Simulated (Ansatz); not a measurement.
**HfCl+ (triplet): the correlation ladder, def2-QZVPP**

An exercise on one series of results from a longer session: the logs are not shown, and one member is left open.

Computed with Ansatz 0.2.0, Gaussian basis. Level: def2-QZVPP, core rule «outside noble gas», up to 9 orbitals frozen.

The runs, in order: UHF; ROHF; CCSD(T) on UHF.

2 further runs of the same task are left out: 2 set aside as unsound or not needed.

## The geometry

The geometry is a PBE0/def2-TZVP stationary point (not a proven minimum). No spin-orbit coupling is included. Elements past krypton take def2 core potentials.

2 atoms, charge 1, spin multiplicity 3.

Atoms are counted from 1 here; the program's logs count them from 0.

Bond lengths: Hf1–Cl2 2.226 Å.

The first run:

Contents of in.yaml:

```yaml
crystal:
  periodic: [false, false, false]
  atoms:
    - {symbol: Hf, position_ang: [0.000000, 0.000000, 0.000000]}
    - {symbol: Cl, position_ang: [0.000000, 0.000000, 2.226400]}
basis:
  gaussian: {orbitals: "def2-QZVPP.json"}
total_charge: 1
magnetization: {spin_polarized: true, initial_magnetization: 2}
hamiltonian: {xc: hf}
output: {orbitals: {seedname: orbitals}}
```

The run is started by

```
> ansatz run in.yaml --threads 1 --pin off --events-out ev --progress --plain --max-ram 3968MiB --backend cpu
```

Steps of the session up to this table: UHF; ROHF; CCSD(T) on UHF.

One of the session's tables, all rows but one given; the rest of the session is left out.

It belongs to the step «Misses and costs». 

| method | from UCCSD(T) (kcal/mol) |
| --- | --- |
| ROHF | +176.82 |
| UHF | ? |
| UMP2 | +18.73 |
| UCCSD | +8.74 |
| UCCSD(T) | 0 |

**Question.** Estimate the row for UHF.

As computed: from UCCSD(T) (kcal/mol): +174.34. In the column «from UCCSD(T) (kcal/mol)» it lies between UMP2 (+18.73) and ROHF (+176.82).
